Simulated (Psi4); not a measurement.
**One shape, several levels: InNH4 (InH2(NH2))**

Wanted: a comparison of 4 runs (HF/STO-3G, HF/def2-TZVP, CAM-B3LYP-D3(BJ)+ATM/STO-3G, CCSD/def2-SVP) of InNH4 (InH2(NH2)). 

The results are computed with Psi4 1.11.

1 further run of the same task is left out (it didn't finish).

## 1. The molecule

InNH4: 6 atoms, total charge 0, spin state singlet. SMILES: `[H][In]([H])[NH2]`. Geometry: a GFN2-xTB relaxation, a rough one for these elements and not checked as a minimum.

Bond lengths: In1–N4 2.019 Å, In1–H2 1.708 Å, In1–H3 1.708 Å, N4–H5 1.014 Å, N4–H6 1.015 Å. Angles: In1–N4–H5 116.9°, In1–N4–H6 117.2°, H2–In1–N4 120.5°, H3–In1–N4 120.1°, H5–N4–H6 107.7°, H2–In1–H3 119.0°.

## 2. A single-point energy at HF/STO-3G (run 1)

Contents of h4inn.xyz:

```xyz
6
H4InN
In     0.457130     0.753190    -0.013990
H      2.130310     0.765100     0.331290
H     -0.322920     2.228340    -0.378410
N     -0.627270    -0.933080     0.227780
H     -1.497440    -0.996590    -0.289370
H     -0.139810    -1.816960     0.122700
```

Contents of h4inn_ase.py:

```python
import numpy as np
from ase.calculators.psi4 import Psi4
from ase.io import read

mol = read('h4inn.xyz')
calc = Psi4(atoms=mol, method='scf', basis='STO-3G', memory='1600MB', num_threads=1, charge=0, multiplicity=1, label='calc')
calc.psi4.set_options({'puream': True, 'e_convergence': 1e-09, 'd_convergence': 1e-08, 'scf_type': 'pk'})
mol.calc = calc

print(f'energy: {mol.get_potential_energy():.6f} eV')
```

Run with:

```
$ python h4inn_ase.py
```

calc.dat:

```text
[...]
  Running in c1 symmetry.
[...]
  Nuclear repulsion =  150.546373704269655
[...]
  Multiplicity = 1
[...]
  Nalpha       = 30
  Nbeta        = 30
[...]
    Number of basis functions: 36
[...]
   @RHF iter   1: -5738.48521387723213   -3.42090e+00   1.85480e-02 ADIIS/DIIS
[...]
   @RHF iter  11: -5738.93318627378358    9.09495e-13   3.70888e-09 DIIS
[...]
  @RHF Final Energy: -5738.93318627378358
   => Energetics <=
    Nuclear Repulsion Energy =            150.5463737042696550
    One-Electron Energy =               -8247.5748489137240540
    Two-Electron Energy =                2358.0952889356703963
    Total Energy =                      -5738.9331862737835763
[...]
 Multipole Moments:
 ------------------------------------------------------------------------------------
     Multipole            Electronic (a.u.)      Nuclear  (a.u.)        Total (a.u.)
 ------------------------------------------------------------------------------------
 L = 1.  Multiply by 2.5417464519 to convert [e a0] to [Debye]
 Dipole X            :          3.1776820           -3.1016197            0.0760623
 Dipole Y            :          4.9704067           -5.0848040           -0.1143973
 Dipole Z            :         -0.6177959            0.1480390           -0.4697569
 Magnitude           :                                                    0.4894321
[...]
```

The script printed:

```text
energy: -156164.326300 eV
```

Wall time 1.7 s (1 thread of Intel Xeon Platinum 8488C (Sapphire Rapids), shared host); peak memory 0.2 GiB.

## 3. Energy and gradient at HF/def2-TZVP (core potential) (run 2)

Contents of input.json:

```json
{
 "schema_name": "qcschema_input",
 "schema_version": 1,
 "molecule": {
  "schema_name": "qcschema_molecule",
  "schema_version": 2,
  "symbols": ["In", "H", "H", "N", "H", "H"],
  "geometry": [0.8638505, 1.42332282, -0.02643727, 4.02570246, 1.44582946, 0.62604737, -0.61023036, 4.21095231, -0.71509126, -1.18536851, -1.76326565, 0.43044182, -2.82975149, -1.88328216, -0.54683005, -0.26420261, -3.43355678, 0.2318694],
  "molecular_charge": 0,
  "molecular_multiplicity": 1,
  "fix_symmetry": "c1"
 },
 "driver": "gradient",
 "model": {
  "method": "hf",
  "basis": "def2-TZVP"
 },
 "keywords": {
  "puream": true,
  "e_convergence": 1e-09,
  "d_convergence": 1e-08,
  "scf_type": "pk"
 }
}
```

Run with:

```
$ psi4 --qcschema input.json -n 1 --memory 1600MB
```

stdout:

```text
[...]
    !!!  WARNING: ECP capability is in beta. Please check occupations closely.  !!!
[...]
  Running in c1 symmetry.
[...]
  Nuclear repulsion =   70.611866582472686
[...]
  Multiplicity = 1
[...]
  Nalpha       = 16
  Nbeta        = 16
[...]
    Number of basis functions: 105
[...]
   @RHF iter   1:  -245.81827923561707   -1.35737e+00   5.97838e-03 ADIIS/DIIS
[...]
   @RHF iter  12:  -245.98888887271676   -4.32010e-12   2.64610e-09 DIIS
[...]
    Orbital Energies [Eh]
    ---------------------
    Doubly Occupied:
       1A    -15.525230     2A     -5.373086     3A     -3.635129
       4A     -3.626211     5A     -3.624840     6A     -1.107568
       7A     -1.022110     8A     -1.017081     9A     -1.016355
      10A     -1.014776    11A     -0.996019    12A     -0.617936
      13A     -0.569740    14A     -0.460784    15A     -0.401968
      16A     -0.384260
[...]
  @RHF Final Energy:  -245.98888887271676
   => Energetics <=
    Nuclear Repulsion Energy =             70.6118665824726861
    One-Electron Energy =                -552.4153206077046434
    Two-Electron Energy =                 235.8145651525152289
    Total Energy =                       -245.9888888727167569
[...]
  -Total Gradient:
     Atom            X                  Y                   Z
    ------   -----------------  -----------------  -----------------
       1       -0.000897603681    -0.003095089978    -0.003781215620
       2       -0.006645264806     0.003344101655    -0.000912747834
       3        0.005719217714    -0.004226553230     0.002785442707
       4        0.004595889849     0.016418955708     0.015763415467
       5       -0.011167383697    -0.000042033410    -0.009928013386
       6        0.008395144619    -0.012399380746    -0.003926881335
[...]
```

The result, in JSON:

```text
{
 "driver": "gradient",
 "model": {
  "method": "hf",
  "basis": "def2-TZVP"
 },
 "success": true,
 "return_result": [-0.0008976036807958505, -0.0030950899778709193, -0.003781215619855352, -0.006645264805562573, 0.003344101654959339, -0.000912747833678243, 0.005719217714362471, -0.004226553229594032, 0.0027854427069063, 0.004595889849182223, 0.016418955708186272, 0.015763415467255015, -0.011167383697064992, -4.203340975191677e-05, -0.009928013385986423, 0.008395144619336659, -0.012399380745514443, -0.003926881334606315],
 "properties": {
  "calcinfo_nbasis": 105,
  "calcinfo_nmo": 105,
  "calcinfo_nalpha": 16,
  "calcinfo_nbeta": 16,
  "calcinfo_natom": 6,
  "nuclear_repulsion_energy": 70.61186658247269,
  "return_energy": -245.98888887271676,
  "return_gradient": [-0.0008976036807958505, -0.0030950899778709193, -0.003781215619855352, -0.006645264805562573, 0.003344101654959339, -0.000912747833678243, 0.005719217714362471, -0.004226553229594032, 0.0027854427069063, 0.004595889849182223, 0.016418955708186272, 0.015763415467255015, -0.011167383697064992, -4.203340975191677e-05, -0.009928013385986423, 0.008395144619336659, -0.012399380745514443, -0.003926881334606315],
  "scf_one_electron_energy": -552.4153206077046,
  "scf_two_electron_energy": 235.81456515251523,
  "scf_dipole_moment": [0.015233603740703927, -0.20989026255938548, -0.4579707590075104],
  "scf_total_energy": -245.98888887271676,
  "scf_total_gradient": [-0.0008976036807958505, -0.0030950899778709193, -0.003781215619855352, -0.006645264805562573, 0.003344101654959339, -0.000912747833678243, 0.005719217714362471, -0.004226553229594032, 0.0027854427069063, 0.004595889849182223, 0.016418955708186272, 0.015763415467255015, -0.011167383697064992, -4.203340975191677e-05, -0.009928013385986423, 0.008395144619336659, -0.012399380745514443, -0.003926881334606315],
  "scf_iterations": 12
 }
}
```

Run time: 11 s. Hardware: 1 thread of Intel Xeon Platinum 8488C (Sapphire Rapids), shared host; peak memory 0.43 GiB.

Run 3 isn't shown in full; the table further down has it.

## 4. A single-point energy at CCSD/def2-SVP (core potential) (run 4)

Contents of h4inn.py:

```python
import psi4

psi4.set_memory(1600000000)
psi4.set_num_threads(1)
psi4.set_output_file('run.log', False)

molecule = psi4.geometry("""
0 1
In
H 1 1.708476
H 1 1.708024 2 118.97059
N 1 2.019377 3 120.0988 2 172.50233
H 4 1.014235 1 116.8697 3 29.27484
H 4 1.014841 5 107.7443 1 -134.42487
units angstrom
symmetry c1
""")

psi4.set_options({
    'puream': True,
    'e_convergence': 1e-09,
    'd_convergence': 1e-08,
    'scf_type': 'pk',
    'num_frozen_docc': 5,
})

e = psi4.energy("ccsd/def2-SVP")
print('E =', round(e, 9))
```

Run with:

```
$ python h4inn.py
```

run.log:

```text
[...]
    !!!  WARNING: ECP capability is in beta. Please check occupations closely.  !!!
[...]
  Running in c1 symmetry.
[...]
  Nuclear repulsion =   70.611868593824596
[...]
  Multiplicity = 1
[...]
  Nalpha       = 16
  Nbeta        = 16
[...]
    Number of basis functions: 60
[...]
   @RHF iter   1:  -245.78631224383983   -1.54468e+00   8.47265e-03 ADIIS/DIIS
[...]
   @RHF iter  11:  -245.91009192826087   -7.56017e-12   5.06942e-09 DIIS
[...]
  @RHF Final Energy:  -245.91009192826087
   => Energetics <=
    Nuclear Repulsion Energy =             70.6118685938245960
    One-Electron Energy =                -552.2633136992270693
    Two-Electron Energy =                 235.7413531771415762
    Total Energy =                       -245.9100919282608686
[...]
 Multipole Moments:
 ------------------------------------------------------------------------------------
     Multipole            Electronic (a.u.)      Nuclear  (a.u.)        Total (a.u.)
 ------------------------------------------------------------------------------------
 L = 1.  Multiply by 2.5417464519 to convert [e a0] to [Debye]
 Dipole X            :          1.7818940           -1.2812364            0.5006576
 Dipole Y            :         15.6872033          -15.8668315           -0.1796282
 Dipole Z            :          9.3294344           -9.4275393           -0.0981050
 Magnitude           :                                                    0.5408779
[...]
      * MP2 total energy                      = -246.184827186454356
[...]
      * CCSD total energy                     = -246.211737744030586
```

Standard output:

```text
E = -246.211737744
```

Run time: 8.1 s. Hardware: 1 thread of Intel Xeon Platinum 8488C (Sapphire Rapids), shared host; peak memory 0.28 GiB.

## 5. The series

| run | level | task | core potential | energy (Eh) | dipole moment (D) | HOMO energy (eV) | LUMO energy (eV) | wall time |
| --- | --- | --- | --- | --- | --- | --- | --- | --- |
| 1 | HF/STO-3G | energy | none | -5738.933186 | 1.24 | -7.40 | 6.39 | 1.7 s |
| 2 | HF/def2-TZVP (core potential) | gradient | def2 | -245.988889 | 1.28 | -10.46 | 1.00 | 11 s |
| 3 | CAM-B3LYP-D3(BJ)+ATM/STO-3G (C-PCM methanol) | properties | none | -5741.430957 | 1.48 | -4.91 | 4.14 | 21 s |
| 4 | CCSD/def2-SVP (core potential) | energy | def2 | -246.211738 | – | -10.37 | 1.35 | 8.1 s |

## 6. What came out

```
                                          quantity          value
                               run 4: total energy  -246.21174 Eh
        run 4: HOMO energy (Hartree–Fock orbitals)      -10.37 eV
        run 4: LUMO energy (Hartree–Fock orbitals)        1.35 eV
      run 4: HOMO–LUMO gap (Hartree–Fock orbitals)       11.72 eV
run 4: correlation energy (5 core orbitals frozen)     -301.6 mEh
                              run 4: T1 diagnostic          0.015
```

What this shows: Over runs 1, 2, 3 the dipole moment (its size) runs from 1.24 D (HF/STO-3G) to 1.48 D (CAM-B3LYP-D3(BJ)+ATM/STO-3G). The two ends differ in method and solvent. Over runs 1, 2, 3 the HOMO–LUMO gap runs from 9.05 eV (CAM-B3LYP-D3(BJ)+ATM/STO-3G) to 13.79 eV (HF/STO-3G). Exact exchange widens orbital gaps. Some runs of one species differ in core potentials or relativity; totals across that change don't compare. In runs 1, 3 the basis is minimal, so the values are rough. In runs 1, 3 relativity is left out where basis or elements ask for it. All runs together took 41 s, the longest 21 s.
